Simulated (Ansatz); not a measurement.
What does this script print? It uses Ansatz's Python interface.

`run_bend.py`:
```python
'''Bending curve of BBr2HO.'''

import warnings

import ansatz as az
from ase import Atoms


def main() -> None:
    warnings.simplefilter('ignore', az.DeckWarning)

    atoms = Atoms(['O', 'B', 'Br', 'Br', 'H'], positions=[
        [0.4189, 1.1216, -0.1349],
        [0.0656, -0.2647, -0.141],
        [1.0781, -1.4967, 1.0231],
        [-1.2986, -0.9748, -1.3251],
        [-0.2142, 1.5409, 0.5364],
    ])

    # start the scan from a relaxed geometry
    first = (
        az.Crystal.molecule_from_ase(atoms).calculation()
        .basis(gaussian='def2-SVP')
        .functional('pbe0')
        .relax(force_tolerance=0.02, max_steps=80)
    )
    atoms.positions = first.run(threads=1).report['positions_ang']

    rows = []
    for angle in [85, 95, 105, 115, 125, 140, 160]:
        bent = atoms.copy()
        bent.set_angle(1, 0, 4, angle, indices=[4])
        setup = (
            az.Crystal.molecule_from_ase(bent).calculation()
            .basis(gaussian='def2-SVP')
            .correlation('mp2')
        )
        rows.append((angle, setup.run(threads=1).report['free_energy_ev']))
    floor = min(e for _, e in rows)
    for angle, e in rows:
        print(f'angle B1-O0-H4 = {angle:3d} deg   {1000 * (e - floor):9.1f} meV')


if __name__ == '__main__':
    main()
```

Running `python run_bend.py` prints:
```text
angle B1-O0-H4 =  85 deg       489.7 meV
angle B1-O0-H4 =  95 deg       180.7 meV
angle B1-O0-H4 = 105 deg        28.5 meV
angle B1-O0-H4 = 115 deg         0.0 meV
angle B1-O0-H4 = 125 deg        63.7 meV
angle B1-O0-H4 = 140 deg       262.8 meV
angle B1-O0-H4 = 160 deg       557.6 meV
```

Caveats:
- The settings weren't tested for convergence.
- The scan is rigid, and the energies are electronic, in a modest basis. The zero is the lowest point of the grid, which needn't be the minimum.
- The start is relaxed with a density functional and scanned with the wavefunction method, so it isn't exactly that method's minimum.
- Finished in 70 s on 1 thread of Arm Neoverse V1 (shared host), peak memory 0.3 GiB.

(Lines on the test bed's own set-up are left out of the output.)
